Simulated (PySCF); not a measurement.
# MoSeCl4: geometry, NMR shifts and electronic excitations

What NMR shifts and electronic excitations should MoSeCl4 (`[Cl][Mo]([Cl])([Cl])([Cl])=[Se]`) show?

Programs: PySCF 2.14.0, with density-fitted response routines of our own. Each step states its level of theory. These are calculated values for one molecule in the gas phase, unless marked as measured. Atoms count from 0, in the outputs and in this text.

## 1. The molecule as given

6 atoms, charge 0, multiplicity 1; geometry from: GFN2-xTB. The atoms were then displaced at random by about 0.03 Å, so the start is not that level's minimum.

Bonds of the start (Å): Mo0–Se1 2.23, Mo0–Cl2 2.16, Mo0–Cl3 2.35, Mo0–Cl4 2.34, Mo0–Cl5 2.19.

## 2. Geometry optimisation at PBE0-D3(BJ)/def2-SVP

Job settings and geometry (Å):

```
{"job": {"xc": "PBE0", "basis": "def2-SVP", "d3": "d3bj", "grid": 1, "maxiter": 40, "shake": 0.03, "kind": "geom"}, "charge": 0, "multiplicity": 1}
Mo     0.060830    -0.076560     0.031490
Se    -0.016410    -0.021220     2.260540
Cl     2.125360     0.006570    -0.603470
Cl     0.087070     2.198430    -0.568650
Cl    -2.194030    -0.030290    -0.607690
Cl     0.000310    -2.172950    -0.581510
```

Launch:

```bash
OMP_NUM_THREADS=1 python probes_run.py task.json out
```

This one command runs all jobs of the session in turn.

The log of the run:

```text
step   0  E = -4308.98301818  max force = 0.049428
step   1  E = -4308.99298029  max force = 0.011485
step   2  E = -4308.99426378  max force = 0.003041
step   3  E = -4308.99442003  max force = 0.001163
step   4  E = -4308.99442877  max force = 0.000152
optimisation converged
```

Wall time 68 s (1 thread of Arm Neoverse V1, shared host); peak memory 0.6 GiB.

Step by step:

```tsv
step	energy from step 0 (eV)	largest force component (eV/Å)
0	0.0000	2.5417
1	-0.2711	0.5906
2	-0.3060	0.1564
3	-0.3103	0.0598
4	-0.3105	0.0078
```

Close pairs (by a distance rule), those that changed most:

```tsv
bond	before (Å)	after (Å)	change (Å)
Mo0–Cl2	2.162	2.290	+0.128
Mo0–Cl5	2.185	2.289	+0.104
Mo0–Cl3	2.353	2.289	-0.064
Mo0–Cl4	2.344	2.289	-0.055
Mo0–Se1	2.231	2.194	-0.037
```

The end geometry stands in the next job.

```tsv
at the end point	value
point group (found at 0.08 Å tolerance)	C4v
rotational constants (GHz, main isotopes)	0.735, 0.678, 0.678
dipole moment (D)	2.09
```

## 3. NMR shieldings: PBE0/def2-TZVP+pcSseg-1

Job settings and geometry (Å):

```
{"job": {"kind": "nmr", "xc": "PBE0", "basis": {"default": "pcSseg-1", "Mo": "def2-TZVP"}}, "charge": 0, "multiplicity": 1}
Mo     0.010565    -0.015295     0.002123
Se    -0.012696    -0.017990     2.196192
Cl     2.234325    -0.019344    -0.542711
Cl     0.017686     2.202331    -0.566438
Cl    -2.200557    -0.013462    -0.590374
Cl     0.013808    -2.232259    -0.568082
```

Level: GIAO PBE0/pcSseg-1 Mo:def2-TZVP NMR shielding, scalar relativity only through core potentials, gas phase.

The log of the run:

```text
coarse grid: 40768 points
cycle   1  E = -4309.4026459254  dE = -7.261e+00  |g| = 9.199e-01  |ddm| = 4.794e+00
cycle   2  E = -4308.9680336595  dE =  4.346e-01  |g| = 1.432e+00  |ddm| = 2.054e+00
cycle   3  E = -4309.1638053168  dE = -1.958e-01  |g| = 1.305e+00  |ddm| = 2.098e+00
cycle   4  E = -4309.5226261385  dE = -3.588e-01  |g| = 2.155e-01  |ddm| = 6.743e-01
cycle   5  E = -4309.5295294374  dE = -6.903e-03  |g| = 1.612e-01  |ddm| = 3.909e-01
cycle   6  E = -4309.5367948502  dE = -7.265e-03  |g| = 1.766e-02  |ddm| = 1.978e-01
cycle   7  E = -4309.5368704135  dE = -7.556e-05  |g| = 4.258e-03  |ddm| = 2.146e-02
cycle   8  E = -4309.5368736906  dE = -3.277e-06  |g| = 1.673e-03  |ddm| = 5.289e-03
final grid: 74464 points
cycle   9  E = -4309.5369254582  dE =  1.112e-05  |g| = 7.093e-03  |ddm| = 6.192e-03
cycle  10  E = -4309.5366612462  dE =  2.642e-04  |g| = 3.428e-02  |ddm| = 2.748e-02
cycle  11  E = -4309.5369371079  dE = -2.759e-04  |g| = 8.891e-04  |ddm| = 2.269e-02
cycle  12  E = -4309.5369373140  dE = -2.061e-07  |g| = 1.964e-04  |ddm| = 1.169e-03
cycle  13  E = -4309.5369373256  dE = -1.165e-08  |g| = 1.492e-05  |ddm| = 2.221e-04
cycle  14  E = -4309.5369373257  dE = -1.000e-10  |g| = 1.174e-05  |ddm| = 3.466e-05
converged SCF energy = -4309.5369373257

GIAO shielding tensors (ppm)
atom      isotropic    diamagn.    paramagn.     s11        s22        s33       span
  0 Mo         nan         nan         nan        nan        nan        nan        nan
  1 Se   -1626.045    2998.510   -4624.554  -3169.563  -3165.919   1457.348   4626.911
  2 Cl      61.374    1145.879   -1084.505   -241.662     13.938    411.847    653.509
  3 Cl      61.284    1145.918   -1084.634   -241.658     14.582    410.930    652.588
  4 Cl      61.551    1145.908   -1084.357   -239.477     13.657    410.475    649.952
  5 Cl      61.920    1145.871   -1083.950   -239.298     13.787    411.273    650.570
```

Run time: 35 s. Hardware: 1 thread of Arm Neoverse V1, shared host; peak memory 1.1 GiB.

The references, computed at this level on geometries of the same kind, shield at (ppm): ⁷⁷Se Me2Se 1770, ³⁵Cl HCl 943. Their shielding less the atom's gives the shift. The references are single molecules in the gas phase. Atoms listed in one row are averaged.

```tsv
atoms	environment	σ (ppm)	δ (ppm)
Se1	selenium bonded to Mo	-1626	3396
Cl2, Cl3, Cl4, Cl5	chlorine bonded to Mo	62	882
```

Atoms past Kr carry core potentials, so their printed shieldings have no meaning and are left out of the table.

The run also stored atomic charges by several schemes (e):

```tsv
atoms	Mulliken	ESP fit
Mo0	0.38	0.26
Se1	0.07	0.12
Cl2, Cl3, Cl4, Cl5	-0.11	-0.09
```

Mayer bond orders: Mo0–Se1 2.26, Mo0–Cl2 1.16, Mo0–Cl3 1.16, Mo0–Cl4 1.16, Mo0–Cl5 1.16.

With diffuse functions Mulliken charges and Mayer bond orders lose their meaning; the other schemes are steadier.

Orbitals, density, ELF and potential are computed afterwards from the orbital file.

Frontier orbitals at PBE0/def2-TZVP+pcSseg-1, with the share of their density that lies nearest to each atom:

```tsv
orbital	energy (eV)	lies on
HOMO	-8.74	Cl2, Cl4, Cl5 about 26 % each; Cl3 20 %
LUMO	-5.30	Mo0 65 %; 4 Cl atoms about 9 % each
```

ELF in a plane through or near 4 of the atoms.

Ten even steps from '0' (0.00) to '9' (0.89):
```
0000000000000000000000000000
0000000000000000000000000000
0000000010000002333210000000
0000012344310025787652100000
0001247899850048998997420000
0002579989981159544398631000
0014799171782158388199742000
0015899473693127866898531000
0014799868962333577752100000
0002467887426886111100000000
0000000011126886247787642000
0000012677753332688679974100
0001358985787213873949985100
0002479928728512872729974100
0001368935459511899899752000
0000247999998400589987421000
0000012567875200134432100000
0000000123332000001100000000
0000000000000000000000000000
0000000000000000000000000000
```
The map spans 8.7 Å across and 8.7 Å up, centred on the molecule. Atoms in the plane (x, y in Å): Cl2 (-1.8, 1.3), Cl3 (1.3, 1.8), Cl4 (1.8, -1.3), Cl5 (-1.3, -1.8).

On the surface of density 0.002 e/bohr³ the electrostatic potential runs, from the 1st to the 99th percentile, from -0.25 V near Cl5 to 1.26 V near Mo0.

## 4. Ultraviolet spectrum: PBE0/def2-SVPD

Job settings and geometry (Å):

```
{"job": {"kind": "uv", "xc": "PBE0", "basis": "def2-SVPD", "ip": false, "nstates": 10}, "charge": 0, "multiplicity": 1}
Mo     0.010565    -0.015295     0.002123
Se    -0.012696    -0.017990     2.196192
Cl     2.234325    -0.019344    -0.542711
Cl     0.017686     2.202331    -0.566438
Cl    -2.200557    -0.013462    -0.590374
Cl     0.013808    -2.232259    -0.568082
```

Level: TDDFT PBE0/def2-SVPD, vertical, gas phase, core orbitals frozen in the response.

The log of the run:

```text
coarse grid: 40768 points
cycle   1  E = -4308.9118340175  dE = -8.334e+00  |g| = 5.345e-01  |ddm| = 4.676e+00
cycle   2  E = -4308.7363305966  dE =  1.755e-01  |g| = 8.579e-01  |ddm| = 2.024e+00
cycle   3  E = -4308.9589541302  dE = -2.226e-01  |g| = 3.796e-01  |ddm| = 1.649e+00
cycle   4  E = -4308.9850393808  dE = -2.609e-02  |g| = 2.649e-01  |ddm| = 5.755e-01
cycle   5  E = -4309.0002593765  dE = -1.522e-02  |g| = 7.841e-02  |ddm| = 3.025e-01
cycle   6  E = -4309.0017428411  dE = -1.483e-03  |g| = 1.009e-02  |ddm| = 7.186e-02
cycle   7  E = -4309.0017825760  dE = -3.973e-05  |g| = 1.971e-03  |ddm| = 1.849e-02
cycle   8  E = -4309.0017835041  dE = -9.281e-07  |g| = 4.881e-04  |ddm| = 2.929e-03
final grid: 74464 points
cycle   9  E = -4309.0016449429  dE =  1.824e-07  |g| = 1.018e-03  |ddm| = 2.593e-03
cycle  10  E = -4309.0016428234  dE =  2.119e-06  |g| = 3.109e-03  |ddm| = 4.486e-03
cycle  11  E = -4309.0016449601  dE = -2.137e-06  |g| = 9.835e-04  |ddm| = 3.337e-03
cycle  12  E = -4309.0016452326  dE = -2.725e-07  |g| = 7.584e-05  |ddm| = 1.117e-03
cycle  13  E = -4309.0016452337  dE = -1.075e-09  |g| = 9.741e-06  |ddm| = 1.035e-04
cycle  14  E = -4309.0016452337  dE = -2.001e-11  |g| = 8.895e-06  |ddm| = 2.861e-05
converged SCF energy = -4309.0016452337

Static polarisability (au): isotropic 135.495, principal 132.976 136.735 136.772

Singlet excitations
state   eV       nm        f      main configurations
  1   2.0080    617.5   0.00103   H-1->L 0.94
  2   2.0086    617.3   0.00103   H-2->L 0.94
  3   2.3535    526.8   0.00000   H->L 0.86
  4   2.6008    476.7   0.00000   H-2->L+1 0.47, H-1->L+2 0.47
  5   2.7246    455.1   0.00000   H-3->L 1.00
  6   2.8392    436.7   0.00000   H-2->L+1 0.42, H-1->L+2 0.42
  7   2.9261    423.7   0.00009   H->L+1 0.99
  8   2.9269    423.6   0.00009   H->L+2 0.99
  9   3.0118    411.7   0.00004   H-1->L+1 0.36, H-2->L+2 0.36, H->L 0.11
 10   3.0260    409.7   0.02918   H-4->L 0.89

Triplet excitations (Tamm-Dancoff, eV): 1.7517 1.8602 1.8608 1.9635
```

Wall time 38 s (1 thread of Arm Neoverse V1, shared host); peak memory 0.76 GiB.

The orbitals next to the gap, with their largest atomic shares:

```tsv
orbital	eV	atoms
HOMO−3	-9.44	Cl3 25 %, Cl2 25 %, Cl4 24 %
HOMO−2	-8.69	Se1 43 %, Cl3 21 %, Cl5 20 %
HOMO−1	-8.69	Se1 43 %, Cl4 21 %, Cl2 20 %
HOMO	-8.69	Cl5 26 %, Cl4 26 %, Cl2 24 %
LUMO	-5.26	Mo0 66 %, Cl3 8 %, Cl2 8 %
LUMO+1	-4.50	Mo0 50 %, Se1 34 %, Cl4 8 %
LUMO+2	-4.50	Mo0 50 %, Se1 34 %, Cl5 8 %
```

With each of the 10 states as a Gaussian band of 0.4 eV half-width at 1/e, the curve within the window shown has maxima at 607 nm (ε 86), 410 nm (ε 1,200) L/(mol cm). Beyond the last state computed it falls off for lack of states. The curve at chosen wavelengths:

nm, ε (L/mol/cm) and a bar:
```
      373        677 #################
      393       1069 ###########################
      414       1184 ##############################
      434       1000 #########################
      454        699 ##################
      474        428 ###########
      495        238 ######
      515        141 ###
      535         98 ##
      556         84 ##
      576         83 ##
      596         85 ##
      616         85 ##
      637         82 ##
      657         77 ##
      677         69 ##
      697         60 #
      718         51 #
      738         43 #
      758         35 #
      779         28 
      799         23 
      819         18 
      839         14 
      860         11 
      880          9
```

Leading natural transition orbitals of singlet state 10: the hole lies on 4 Cl atoms about 24 % each; the particle on Mo0 66 %; 4 Cl atoms about 8 % each.

Leading natural transition orbitals of singlet state 1: the hole lies on Se1 49 %; Cl2, Cl4 about 20 % each; Mo0 8 %; the particle on Mo0 66 %; 4 Cl atoms about 8 % each.

Further results of this job:

```tsv
property	computed
dipole moment (D)	2.31
polarisability (Å³)	20.08
HOMO–LUMO gap (eV)	3.42
−ε(HOMO) (eV)	8.69
```

## 5. Shielding tensors: B3LYP/def2-TZVP+pcSseg-1

Job settings and geometry (Å):

```
{"job": {"kind": "nmr", "xc": "B3LYP", "basis": {"default": "pcSseg-1", "Mo": "def2-TZVP"}, "pop": false}, "charge": 0, "multiplicity": 1}
Mo     0.010565    -0.015295     0.002123
Se    -0.012696    -0.017990     2.196192
Cl     2.234325    -0.019344    -0.542711
Cl     0.017686     2.202331    -0.566438
Cl    -2.200557    -0.013462    -0.590374
Cl     0.013808    -2.232259    -0.568082
```

Level: GIAO B3LYP/pcSseg-1 Mo:def2-TZVP NMR shielding, scalar relativity only through core potentials, gas phase.

The log of the run:

```text
coarse grid: 40768 points
cycle   1  E = -4310.4132757009  dE = -7.188e+00  |g| = 9.885e-01  |ddm| = 4.711e+00
cycle   2  E = -4309.8544514604  dE =  5.588e-01  |g| = 1.598e+00  |ddm| = 2.278e+00
cycle   3  E = -4310.0440657639  dE = -1.896e-01  |g| = 1.547e+00  |ddm| = 2.375e+00
cycle   4  E = -4310.5382616934  dE = -4.942e-01  |g| = 3.210e-01  |ddm| = 7.179e-01
cycle   5  E = -4310.5546954687  dE = -1.643e-02  |g| = 2.121e-01  |ddm| = 4.829e-01
cycle   6  E = -4310.5674431856  dE = -1.275e-02  |g| = 2.929e-02  |ddm| = 2.638e-01
cycle   7  E = -4310.5676904515  dE = -2.473e-04  |g| = 6.422e-03  |ddm| = 3.540e-02
cycle   8  E = -4310.5677006196  dE = -1.017e-05  |g| = 1.699e-03  |ddm| = 8.805e-03
cycle   9  E = -4310.5677011708  dE = -5.512e-07  |g| = 8.580e-04  |ddm| = 1.668e-03
final grid: 74464 points
cycle  10  E = -4310.5678657801  dE =  4.162e-06  |g| = 4.210e-03  |ddm| = 4.274e-03
cycle  11  E = -4310.5677487868  dE =  1.170e-04  |g| = 2.250e-02  |ddm| = 1.842e-02
cycle  12  E = -4310.5678699161  dE = -1.211e-04  |g| = 9.845e-04  |ddm| = 1.492e-02
cycle  13  E = -4310.5678702240  dE = -3.079e-07  |g| = 7.044e-05  |ddm| = 1.139e-03
cycle  14  E = -4310.5678702249  dE = -8.722e-10  |g| = 1.640e-05  |ddm| = 8.184e-05
converged SCF energy = -4310.5678702249

GIAO shielding tensors (ppm)
atom      isotropic    diamagn.    paramagn.     s11        s22        s33       span
  0 Mo         nan         nan         nan        nan        nan        nan        nan
  1 Se   -1615.644    2999.376   -4615.020  -3126.243  -3122.623   1401.932   4528.175
  2 Cl      26.795    1146.475   -1119.680   -276.453    -34.174    391.011    667.464
  3 Cl      26.777    1146.514   -1119.737   -276.384    -33.430    390.143    666.527
  4 Cl      27.030    1146.504   -1119.474   -274.214    -34.387    389.692    663.906
  5 Cl      27.377    1146.466   -1119.089   -274.065    -34.280    390.476    664.541
```

It took 24 s on 1 thread of Arm Neoverse V1, shared host; peak memory 1.1 GiB.

In short: δ Se1 3296, Cl2 903 ppm (means over like atoms).

## 6. Side by side: NMR shifts

Shifts (ppm), means over like atoms, with basis size and wall time:

```tsv
run	Se1	Cl2	functions	time
PBE0/def2-TZVP+pcSseg-1	3396	882	177	35 s
B3LYP/def2-TZVP+pcSseg-1	3296	903	177	24 s
```

## 7. Outcome

| quantity | value |
| --- | --- |
| point group | C4v |
| rotational constants (main isotopes) | 0.73, 0.68, 0.68 GHz |
| ⁷⁷Se shifts against Me2Se (PBE0/def2-TZVP+pcSseg-1) | 3396 ppm |
| ³⁵Cl shifts against HCl (PBE0/def2-TZVP+pcSseg-1, means over atoms taken as alike) | 882 ppm |
| surface potential, 1st and 99th percentile | -0.25 V and 1.26 V |
| lowest singlet (PBE0/def2-SVPD) | 2.01 eV (617 nm), f = 0.001 |
| brightest single state of those computed | state 10, 3.03 eV, f = 0.029 |
| lowest triplet | 1.75 eV |
| range of the shift of Se1 | 3296 to 3396 ppm |

In words: The start was shaken at random, so part of the energy gained undoes that. The optimisation took 4 steps and gained 0.310 eV; among the close pairs (by a distance rule), Mo0–Cl2 changed most, from 2.162 to 2.290 Å. No frequency check was run at this level, so the end point may be a saddle. At PBE0/def2-TZVP+pcSseg-1: The widest tensor belongs to Se1: span 4627 ppm, with a paramagnetic part of -4625 ppm. The first singlet state (HOMO−1→LUMO 0.94) lies at 2.01 eV and is weak; of the 10 states computed, the strongest absorption comes from state 10 at 3.03 eV (the last computed, so partners may be missing). State 10 absorbs in the visible (410 nm). The lowest triplet lies 0.26 eV below the lowest singlet (triplets in Tamm-Dancoff, singlets in full TDDFT). Across the 2 runs the shift of Se1 moves most, between 3296 (B3LYP/def2-TZVP+pcSseg-1) and 3396 ppm (PBE0/def2-TZVP+pcSseg-1). Most of that comes from the computed reference, not from the atom's own shielding. Spin-orbit coupling is left out, which matters for shieldings and couplings at and beside the heavy atoms.
